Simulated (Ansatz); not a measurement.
# CH4BrGaO2: a ladder of functionals and wavefunction methods

How much do the methods differ for CH4BrGaO2? The plan is to run it at one geometry with functionals of several rungs and with coupled cluster, and see how far each lands from CCSD(T) at the basis-set limit for the atomisation energy.

Computed with Ansatz 0.2.0, Gaussian basis. Level: functionals in def2-TZVPP, the program's frozen cores in correlated methods.

Plan: LDA (SPW92), PBE-D4, revPBE-D4, BLYP-D4, r2SCAN-D4, B97M-V, PBE0-D4, B3LYP-D4, r2SCANh-D4, r2SCAN0-D4, HSE06-D4, BHLYP-D4, CAM-B3LYP-D4, LC-ωPBE, ωB97X-V, ωB97M-V, B2PLYP, PBE-QIDH; CCSD(T)/def2-SVP; CCSD(T)/def2-TZVPP; MP2/def2-QZVPP; extrapolation to the limit; RPA on PBE.

1 further run of the same task is left out (it didn't finish).

**1. The relaxed structure**

The geometry comes from an earlier relaxation with PBE0-D4 in a triple-zeta def2 set; it is a stationary point, not always the lowest conformer.

9 atoms, charge 0, spin multiplicity 1.

Atoms are counted from 1 here; the program's logs count them from 0.

Bond lengths: C1–O2 1.410 Å, C1–H6 1.094 Å, C1–H7 1.094 Å, C1–H8 1.096 Å, O2–Ga3 1.767 Å, Ga3–O4 1.768 Å, Ga3–Br5 2.265 Å, O4–H9 0.961 Å. Angles: O2–C1–H6 109.5°, O2–C1–H7 109.5°, O2–C1–H8 113.1°, H6–C1–H7 108.3°, H6–C1–H8 108.2°, H7–C1–H8 108.2°, C1–O2–Ga3 124.4°, O2–Ga3–O4 119.0°, O2–Ga3–Br5 121.2°, O4–Ga3–Br5 119.8°, Ga3–O4–H9 112.2°.

Geometry (Å):

```xyz
9
CH4BrGaO2
C     1.3209    0.7335    0.5097
O     0.4717   -0.3866    0.4053
Ga   -1.0608   -0.4002   -0.4739
O    -2.0128   -1.8892   -0.5121
Br   -1.8170    1.4470   -1.5439
H     1.4605    0.9882    1.5648
H     2.2987    0.4920    0.0814
H     0.9309    1.6181   -0.0066
H    -1.5920   -2.6027   -0.0247
```

**2. LDA**

This LDA is Slater exchange with PW92 correlation.

File in.yaml:

```yaml
crystal:
  periodic: [false, false, false]
  atoms:
    - {symbol: C, position_ang: [1.320895, 0.733509, 0.509657]}
    - {symbol: O, position_ang: [0.471704, -0.386616, 0.405319]}
    - {symbol: Ga, position_ang: [-1.060848, -0.400231, -0.473870]}
    - {symbol: O, position_ang: [-2.012807, -1.889243, -0.512143]}
    - {symbol: Br, position_ang: [-1.817007, 1.446965, -1.543886]}
    - {symbol: H, position_ang: [1.460460, 0.988191, 1.564811]}
    - {symbol: H, position_ang: [2.298687, 0.492012, 0.081415]}
    - {symbol: H, position_ang: [0.930927, 1.618074, -0.006650]}
    - {symbol: H, position_ang: [-1.592002, -2.602671, -0.024654]}
basis:
  gaussian: {orbitals: def2-TZVPP}
hamiltonian: {xc: lda}
output: {orbitals: {seedname: orbitals}}
```

Started as:

```
$ ansatz run in.yaml --threads 2 --pin off --events-out ev --progress --plain --max-ram 32768MiB --backend cpu
```

After this run come: PBE-D4 (GGA); revPBE-D4 (GGA); BLYP-D4 (GGA); r2SCAN-D4 (meta-GGA); B97M-V (meta-GGA); PBE0-D4 (hybrid); B3LYP-D4 (hybrid); r2SCANh-D4 (hybrid); r2SCAN0-D4 (hybrid); HSE06-D4 (hybrid); BHLYP-D4 (hybrid); CAM-B3LYP-D4 (range-separated); LC-ωPBE (range-separated); ωB97X-V (range-separated); ωB97M-V (range-separated); B2PLYP (double hybrid); PBE-QIDH (double hybrid); CCSD(T) in def2-SVP; CCSD(T) in def2-TZVPP; MP2 in def2-QZVPP; RPA on PBE orbitals.

Before running them: what should the planned runs give, taken together? Wanted: atomisation energy, CCSD(T)/CBS; farthest beyond LDA; mean size of error, GGA; mean size of error, meta-GGA; mean size of error, hybrid; mean size of error, range-separated; mean size of error, double hybrid; gap, smallest and largest; T1 diagnostic.

As calculated:

| quantity | value |
| --- | --- |
| atomisation energy, CCSD(T)/CBS | 3185.5 kJ/mol |
| functionals within 31.9 kJ/mol (1.0 %) | r2SCAN-D4, CAM-B3LYP-D4, ωB97X-V |
| farthest beyond LDA | BHLYP-D4 (-169.9 kJ/mol) |
| mean size of error, GGA | 51.0 kJ/mol |
| mean size of error, meta-GGA | 21.9 kJ/mol |
| mean size of error, hybrid | 72.0 kJ/mol |
| mean size of error, range-separated | 30.8 kJ/mol |
| mean size of error, double hybrid | 52.5 kJ/mol |
| gap, smallest and largest | 4.40 eV (LDA (SPW92)), 12.15 eV (LC-ωPBE) |
| T1 diagnostic | 0.0124 |
| triples share of the correlation energy | 3.7 % |

In words: The LDA atomisation energy is off by 485.8 kJ/mol (15 %): it overbinds. PBE-D4 misses by +33.6 kJ/mol. Double hybrids carry the basis error of their MP2 part in triple zeta, and no dispersion term here, so their miss is partly the set-up's. The rungs meta-GGA, range-separated miss on average by less than the doubt on the reference (31.9 kJ/mol), so they tie. The reference freezes the cores and leaves out relativity and excitations past (T), and its outer-core shells are covered unevenly, so misses under about 31.9 kJ/mol can't be ranked. All levels share the lack of spin-orbit coupling, which lowers the free heavy atoms and so the true binding. Hartree-Fock recovers 69 % of the binding; the rest is correlation. CCSD(T) in def2-SVP is off by -200.9 kJ/mol, which most functionals beat. The gap grows from 4.4 to 12.1 eV across the functionals, mostly with the share of exact exchange. Correlated methods include outer-core shells of Br, Ga, which these sets cover unevenly.
